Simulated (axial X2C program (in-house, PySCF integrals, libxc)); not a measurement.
# AuLi: bond curves with and without spin–orbit coupling

Aim: find the lowest determinant of AuLi, scan the bond at several levels and fit the constants, once spin-free and once with spin–orbit coupling.

Method: all-electron X2C, Au dyall-cv3z, Li dyall-cv3z; program: an in-house X2C program for linear molecules on PySCF integrals.

All values are calculated.

### Step 1. The job

task.json

```json
{"zs": [79, 3], "q": 0, "bas": ["dyall-cv3z", "dyall-cv3z"], "levels": ["PBE0", "HF", "PBEsol"], "cc": true, "r0": 2.57, "thr": -2.0, "nmax": 90, "npts": 10, "nst": 2, "ntry": 6}
```

Keys: zs atomic numbers; q charge; bas basis sets; levels methods (HF also brings MP2); cc coupled cluster on or off; r0 starting distance in Å; thr threshold in hartree for freezing inner shells (an s shell follows its p shell); nmax most natural virtual spinors; npts points asked for on the curve; nst determinants followed; ntry starts of the search.

Started as:

```bash
$ python so2c.py task.json out
```

Spin-free means the one-electron spin-free X2C Hamiltonian; two-component (2c) means X2C with spin–orbit coupling and atomic mean-field two-electron Coulomb and Gaunt terms. Basis: Au dyall-cv3z contracted to [13s14p9d6f4g], Li dyall-cv3z contracted to [7s8p2d]; Gaussian nuclei, density fitting. Masses: Au 196.967 u, Li 7.016 u.

Notation: σ, π±, δ± give the projection m of an orbital's angular momentum (0, ±1, ±2), α and β its spin, Λ and M_S the sums; ω is the projection of a spinor's total angular momentum and Ω the sum. Logs are in hartree.

The runs that follow: PBE0, spin-free; HF, spin-free; PBEsol, spin-free; MP2 and beyond, spin-free; PBE0, 2c; HF, 2c; PBEsol, 2c; Correlated methods, 2c.

What does the calculation give? Wanted: for each run, Hamiltonian; Re; ωe; De; μ.

The runs gave:

Lowest determinant that the search found at its distance, spin-free: M_S = 0, Λ = 0 (closed shell).

Lowest determinant that the search found at its distance, 2c: Ω = 0 (closed shell).

```tsv
Hamiltonian	level	Re (Å)	ωe (cm⁻¹)	De (eV)	μ (D)
spin-free	PBE0	2.272	466	2.71	5.79
spin-free	HF	2.369	409	1.27	5.31
spin-free	MP2	2.257	493	3.00	n/a
spin-free	CCSD	2.294	461	2.81	n/a
spin-free	CCSD(T)	2.290	466	2.97	n/a
spin-free	PBEsol	2.250	478	3.17	5.88
2c	PBE0	2.272	466	2.73	5.78
2c	HF	2.367	411	1.29	5.32
2c	MP2	2.257	493	3.03	n/a
2c	CCSD	2.293	461	2.84	n/a
2c	CCSD(T)	2.289	467	2.99	n/a
2c	PBEsol	2.251	478	3.19	5.86
```

Dipoles are positive if Li is the positive end.

At CCSD(T), going from spin-free to two-component changes Re by -1 mÅ, ωe by +0.1 %, which is small (part of it comes from the scalar share of the two-electron terms). De moves by +0.02 eV; both De rest on single-determinant atoms, which can miss part of an open shell's spin–orbit lowering.

De refers to Au + Li, each in the lowest determinant found, which need not be this curve's own limit. Each curve is one determinant whose occupation by symmetry is held fixed; it was picked as the lowest of a PBE0 search that is not exhaustive. Closed shells are restricted here (equal orbitals for both partners), which fails at long range if the bond breaks into open shells. De is counted from the lowest determinant-based energies of the atoms at the same level, without counterpoise correction. CCSD and (T) use frozen natural virtuals with an MP2 correction for the truncation. T1 at Re is 0.030 (Lee–Taylor), above the customary mark of 0.02.
